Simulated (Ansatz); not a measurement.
# CBr: the cost of one run

Program: the Python package of Ansatz 0.2.0. The levels of theory stand in the script. These are calculated values, not measurements.

### 1 The system

Bond lengths: C1–Br2 1.925 Å.

cbr.xyz, read by the script:

```xyz
2

C     0.00000    0.00000    0.00000
Br    0.00000    0.00000    1.92500
```

### 2 The script

File x2c.py:

```python
'''CBr(-) with and without the spin-free two-component Hamiltonian.'''

import warnings

import ansatz
import numpy as np

SETTINGS = {
    'functional': 'pbe0',
    'net_charge': -1,
}

warnings.simplefilter('ignore', ansatz.DeckWarning)

mol = ansatz.Crystal.molecule_from_extxyz('cbr.xyz')

model = mol.calculation()
model = model.functional(SETTINGS['functional']).charge(SETTINGS['net_charge'])
model = model.spin('collinear', total=2).forces()
# a set contracted for a scalar-relativistic Hamiltonian goes with the relativistic run
sets = {'none': 'cc-pVTZ', 'scalar': 'cc-pVTZ-DK'}
found = {kind: model.basis(gaussian=basis).pseudopotentials(relativity=kind).run().report for kind, basis in sets.items()}
for kind, each in found.items():
    dipole = 4.803205 * np.linalg.norm(each['charge_distribution']['dipole_moment_e_ang'])
    print(f'{kind:7s} E = {each["free_energy_ev"]:.4f} eV  dipole {dipole:.3f} D  largest force component {np.abs(each["forces_ev_ang"]).max():.4f} eV/A')
print(f'relativity lowers the total energy by {found["none"]["free_energy_ev"] - found["scalar"]["free_energy_ev"]:.3f} eV')
```

### 3 What the engine is handed

The package turns the script's settings into the engine's input (first run):

```yaml
crystal:
  periodic: [false, false, false]
  atoms:
    - { symbol: C, position_ang: [0.0, 0.0, 0.0] }
    - { symbol: Br, position_ang: [0.0, 0.0, 1.925] }
basis:
  gaussian:
    orbitals: cc-pVTZ
hamiltonian:
  xc: pbe0
  pseudopotentials:
    relativity: none
magnetization:
  spin_polarized: true
  initial_magnetization: 2.0
total_charge: -1.0
output:
  forces: true
```

### 4 Launch

On the command line:

```
python x2c.py
```

**Question.** How long does this script take on 1 thread of Arm Neoverse V1, shared host, and how much memory does it need?

About 5.6 s, with a peak of 0.21 GiB.
